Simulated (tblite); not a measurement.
# C5H11OPSi2: the cost of one run

The runs use tblite 0.8.0 and PySCF 2.14.0, with density-fitted response routines of our own; the level of theory stands in each step. All values are computed, except where a source is named. Atoms are numbered from 0 throughout.

## 1. Starting geometry

20 atoms, charge 0, multiplicity 1; geometry from: force field or distance geometry start.

Bonds of the start (Å): C0–C1 1.52, C1–O2 1.25, C1–C3 1.43, C3–C4 1.22, C4–Si5 1.83, Si5–P6 2.22, Si5–C7 1.86, C7–Si8 1.87, C0–H9 1.12, C0–H10 1.08, C0–H11 1.10, Si5–H12 1.49, P6–H13 1.46, P6–H14 1.46, C7–H15 1.12, C7–H16 1.12, Si8–H17 1.46, Si8–H18 1.47, Si8–H19 1.47.

## 2. Relaxing the molecule with GFN2-xTB

The job: settings as JSON, then the geometry in Å.

```
{"job": {"kind": "relax", "xc": "GFN2-xTB", "basis": "xTB"}, "charge": 0, "multiplicity": 1}
C      4.122700     0.368900     0.169400
C      2.847900     1.168800    -0.064000
O      2.893300     2.358500    -0.434400
C      1.626100     0.464000     0.191100
C      0.595000    -0.155300     0.405000
Si    -0.963100    -1.081400     0.663100
P     -1.514800    -2.066900    -1.249200
C     -2.293700     0.113500     1.172300
Si    -2.740400     1.264600    -0.227700
H      4.368200     0.541800     1.243400
H      4.932800     0.727300    -0.449500
H      3.856000    -0.698100     0.077500
H     -0.774200    -2.164500     1.665100
H     -0.450600    -3.031400    -1.508900
H     -2.779600    -2.767300    -1.064900
H     -1.927100     0.753400     2.012300
H     -3.162900    -0.510400     1.495700
H     -2.997200     2.589800     0.321200
H     -3.982500     0.777400    -0.842400
H     -1.661000     1.358000    -1.217100
```

Started as:

```console
$ OMP_NUM_THREADS=1 python probes_run.py task.json out
```

The driver reads the jobs from task.json and runs them one after another.

**Question.** How long does this first job take on 1 thread of Arm Neoverse N1, shared host, and how much memory does it need?

About 2.3 s, with a peak of 0.18 GiB.
